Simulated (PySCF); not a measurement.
# CHBr3: the cost of one run

Computed with PySCF 2.14.0 and routines of our own; the level stands in each step. Atoms count from 0.

## (1) The starting structure

5 atoms, charge 0, multiplicity 1; geometry from: GFN2-xTB.

## (2) Relaxing the molecule at PBE0-D3(BJ)/def2-SVP

What the job is given:

```
{"job": {"xc": "PBE0", "basis": "def2-SVP", "d3": "d3bj", "grid": 1, "maxiter": 30, "shake": 0.01, "kind": "geom"}, "charge": 0, "multiplicity": 1}
Br    -1.401750    -1.201590    -0.451950
C     -0.001260    -0.006770     0.139120
Br    -0.345430     1.824740    -0.428000
Br     1.757490    -0.619330    -0.516750
H      0.024520    -0.031020     1.219690
```

Started as:

```sh
OMP_NUM_THREADS=1 python heavy_run.py task.json out
```

This one command runs all jobs of the session in turn.

**Question.** How long does this first job take on 1 thread of Arm Neoverse V1, shared host, and how much memory does it need?

About 45 s, with a peak of 0.55 GiB.
